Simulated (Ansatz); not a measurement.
Run this with Ansatz 0.2.0, Python API and show what comes out.

`run_kconv.py`:
```python
import ansatz as az
from tabulate import tabulate


def main() -> None:
    crystal = (
        az.Lattice.from_parameters(2.886, 2.886, 2.886, alpha=90.0, beta=90.0, gamma=90.0)
        .atom('Ga', (0.0, 0.0, 0.0))
        .atom('Ni', (0.5, 0.5, 0.5))
        .moments(Ni=1.5)
    )

    setup = (
        crystal.calculation()
        .scf(tolerance=1e-08)
        .occupations('fermi_dirac', width=0.1)
        .mixing('msr1')
        .spin('collinear')
        .pseudopotentials('nc')
        .functional('r2SCAN', dispersion='d3bjatm')
    )

    rows = []
    for value in [(3, 3, 3), (4, 4, 4), (5, 5, 5), (6, 6, 6), (8, 8, 8), (10, 10, 10)]:
        report = setup.kpoints(mesh=value).run(threads=1).report
        rows.append((value, report['free_energy_ev'] / len(report['lattice']['sites']), report['n_iterations'], report['magnetization_mub'], report['n_kpoints']))

    print(tabulate(rows, headers=['mesh', 'F/atom (eV)', 'iterations', 'moment (muB)', 'k-points'], floatfmt='.4f', tablefmt='github'))

    for row in rows[:-1]:
        shift = 1000 * (row[1] - rows[-1][1])
        print(f'{row[0]}: {shift:+.2f} meV/atom' + ('  (within 1 meV)' if abs(shift) < 1 else ''))


if __name__ == '__main__':
    main()
```

`python run_kconv.py` gives:
```text
DeckWarning: basis.ecutwfc = 1400 eV, auto-derived from the records' recommended cutoffs: set by Ni (normal level)
RunWarning: the starting moments were not kept: the SCF closed with an absolute magnetisation of 4.7e-6 μB, where they sum to 1.5 μB in size (1 site). That is at most 0.1 of that sum. Measured as dr2_m measures the in/out step, that magnetisation stands 1.0e-11 eV from none, at or under the dr2_threshold of 1.0e-8 eV: it is no larger than a step whose dr2_m would equal this threshold. The system may hold no moment; this SCF shows only that its start led to no more than that. To try another [...]
| mesh         |   F/atom (eV) |   iterations |   moment (muB) |   k-points |
|--------------|---------------|--------------|----------------|------------|
| (3, 3, 3)    |    -3561.5991 |           15 |         0.3238 |          4 |
| (4, 4, 4)    |    -3561.6469 |           17 |        -0.0000 |         10 |
| (5, 5, 5)    |    -3561.6455 |           20 |        -0.0000 |         10 |
| (6, 6, 6)    |    -3561.6455 |           17 |        -0.0000 |         20 |
| (8, 8, 8)    |    -3561.6587 |           18 |         0.0000 |         35 |
| (10, 10, 10) |    -3561.6545 |           17 |        -0.0000 |         56 |
(3, 3, 3): +55.37 meV/atom
(4, 4, 4): +7.65 meV/atom
(5, 5, 5): +9.03 meV/atom
(6, 6, 6): +8.98 meV/atom
(8, 8, 8): -4.19 meV/atom
```
(Warnings from the package without file and line, shortened, repeats left out.)

Caveats:
- The SCF didn't keep the moments it started from (some shrank, vanished or turned); what is printed is the state reached.
- Such functionals run on norm-conserving files made under PBE, which can move pressures by some GPa.
- Dispersion corrections can be off by several per cent in the lattices of metals, and by several GPa in the pressure at a fixed cell.
- The overall sign of a collinear moment is arbitrary, and semilocal functionals can give small moments to compounds that are paramagnetic.
- r2SCAN tends to overestimate the moments of itinerant magnets.
- The starting cell is as deposited in a crystallographic database; the results hold for this polymorph, which needn't be the stable one.
- Shifts are counted from the finest mesh, which is itself no proven limit.
- Hardware and time: 2.2 min on 1 thread of Arm Neoverse V2, with other jobs on the host, peak memory 0.55 GiB.

(Lines on the test bed's own set-up are left out of the output.)
